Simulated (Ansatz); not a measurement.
# TaF4: the cost of one run

Computed with Ansatz 0.2.0 (DFT PBE, scalar-relativistic, plane waves, PAW, unless a step names another level, unless a step's input says otherwise).

2 further runs of the same task are left out: 2 that didn't finish.

**1. The starting structure**

The structure is orthorhombic, space group Pbam (No. 55). The conventional cell has a = 5.601 Å, b = 10.796 Å, c = 2.858 Å, α = 90.00°, β = 90.00°, γ = 90.00°. Around Ta (site symmetry 2/m) lie 6 F at 1.88 to 2.10 Å. F (site symmetry m) is surrounded by 1 Ta at 1.88 Å. F (site symmetry m) is surrounded by 2 Ta at 2.10 Å.

Structure file:

```xyz
10
Lattice="5.6014 0.0000 0.0000 0.0000 10.7965 0.0000 0.0000 0.0000 2.8576" Properties=species:S:1:pos:R:3 pbc="T T T"
Ta    0.0000    0.0000    0.0000
Ta    2.8007    5.3982    0.0000
F     4.3464    4.3338    0.0000
F     1.5457    1.0645    0.0000
F     3.6721    6.6645    1.4288
F     4.7300    1.2663    1.4288
F     0.8714    9.5302    1.4288
F     1.9293    4.1319    1.4288
F     4.0557    9.7320    0.0000
F     1.2550    6.4627    0.0000
```

It came out lowest of those finished among 28 distinct ends of the trial cells. At a tolerance of 0.05 Å it has space group Pbam (No. 55).

**2. Relaxing to 0.001 eV/Å, on the response runs' mesh and smearing**

input.yaml

```yaml
crystal:
  lattice:
    - [5.6013951044, 0.0, 0.0]
    - [0.0, 10.7964503899, 0.0]
    - [0.0, 0.0, 2.8576230883]
  atoms:
    - { symbol: Ta, position: [0.0, 0.0, 0.0] }
    - { symbol: Ta, position: [0.5, 0.5, 0.0] }
    - { symbol: F, position: [0.7759481361, 0.4014073675, 0.0] }
    - { symbol: F, position: [0.2759481361, 0.0985926325, 0.0] }
    - { symbol: F, position: [0.6555667663, 0.6172864865, 0.5] }
    - { symbol: F, position: [0.8444332337, 0.1172864865, 0.5] }
    - { symbol: F, position: [0.1555667663, 0.8827135135, 0.5] }
    - { symbol: F, position: [0.3444332337, 0.3827135135, 0.5] }
    - { symbol: F, position: [0.7240518639, 0.9014073675, 0.0] }
    - { symbol: F, position: [0.2240518639, 0.5985926325, 0.0] }
basis:
  ecutwfc: 420
kpoints:
  mp_grid: { grid: [6, 4, 10] }
hamiltonian:
  xc: pbe
scf:
  occupations: { method: gaussian, width: 0.1 }
output:
  forces: true
  stress: true
  eigenvalues: true
relax:
  adjacent_minimum: "off"
  f_tol: 0.001
  max_steps: 60
  cell: { stress_tol: 0.01 }
```

The run is started by

```console
$ ansatz run input.yaml --threads 3 --pin off --max-ram 7680MiB --backend cpu --events-out ev --progress --plain --runs-dir out
```

**Question.** How long does this run take on 3 threads of Arm Neoverse V2, shared host, and how much memory does it need?

About 91 s, with a peak of 0.78 GiB.
